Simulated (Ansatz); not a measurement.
# C3H9AlS: the cost of one run

Program: Ansatz 0.2.0, Gaussian basis. Level of theory: functionals in def2-TZVPP, the program's frozen cores in correlated methods. These are calculated values, not measurements.

Plan: PBE-D4, r2SCAN-D4, PBE0-D4, B3LYP-D4, ωB97X-V, ωB97M-V, B2PLYP; CCSD(T)/def2-TZVPP; MP2/def2-QZVPP; extrapolation to the limit.

## (1) The relaxed structure

All runs share one geometry, relaxed beforehand with PBE0-D4 in a triple-zeta def2 set.

SMILES `C[C](C)([AlH2])S`, 14 atoms, charge 0, spin multiplicity 1.

Atoms are counted from 1 here; the program's logs count them from 0.

Bond lengths: C1–C2 1.527 Å, C1–H6 1.093 Å, C1–H7 1.098 Å, C1–H8 1.096 Å, C2–C3 1.527 Å, C2–Al4 1.986 Å, C2–S5 1.810 Å, C3–H9 1.093 Å, C3–H10 1.098 Å, C3–H11 1.096 Å, Al4–H12 1.589 Å, Al4–H13 1.584 Å, S5–H14 1.351 Å. Angles: C2–C1–H6 112.3°, C2–C1–H7 110.4°, C2–C1–H8 111.2°, H6–C1–H7 107.1°, H6–C1–H8 108.4°, H7–C1–H8 107.2°, C1–C2–C3 110.0°, C1–C2–Al4 109.2°, C1–C2–S5 111.2°, C3–C2–Al4 109.3°, C3–C2–S5 111.2°, Al4–C2–S5 105.8°, C2–C3–H9 112.3°, C2–C3–H10 110.4°, C2–C3–H11 111.2°, H9–C3–H10 107.1°, H9–C3–H11 108.4°, H10–C3–H11 107.2° and more.

## (2) PBE-D4 (GGA)

in.yaml

```yaml
crystal:
  periodic: [false, false, false]
  atoms:
    - {symbol: C, position_ang: [-1.340073, 0.285677, -0.411546]}
    - {symbol: C, position_ang: [0.141124, 0.213403, -0.046630]}
    - {symbol: C, position_ang: [0.734912, -1.107740, -0.530056]}
    - {symbol: Al, position_ang: [0.332996, 0.335290, 1.926053]}
    - {symbol: S, position_ang: [1.051294, 1.625713, -0.718519]}
    - {symbol: H, position_ang: [-1.794387, 1.233833, -0.113784]}
    - {symbol: H, position_ang: [-1.472226, 0.191084, -1.497638]}
    - {symbol: H, position_ang: [-1.903471, -0.530409, 0.055236]}
    - {symbol: H, position_ang: [1.804430, -1.183082, -0.319130]}
    - {symbol: H, position_ang: [0.611867, -1.208469, -1.616673]}
    - {symbol: H, position_ang: [0.229504, -1.962361, -0.066111]}
    - {symbol: H, position_ang: [-0.359184, -0.824490, 2.763125]}
    - {symbol: H, position_ang: [1.121811, 1.512583, 2.634592]}
    - {symbol: H, position_ang: [0.828401, 1.389670, -2.030020]}
basis:
  gaussian: {orbitals: def2-TZVPP}
hamiltonian: {xc: pbe, dispersion: d4}
output: {forces: true, orbitals: {seedname: orbitals}}
```

The run is started by

```console
$ ansatz run in.yaml --threads 4 --pin off --events-out ev --progress --plain --max-ram 10444MiB
```

Q: Estimate wall time and peak memory on 4 threads of Arm Neoverse V1, shared host.

About 3.9 s, with a peak of 0.48 GiB.
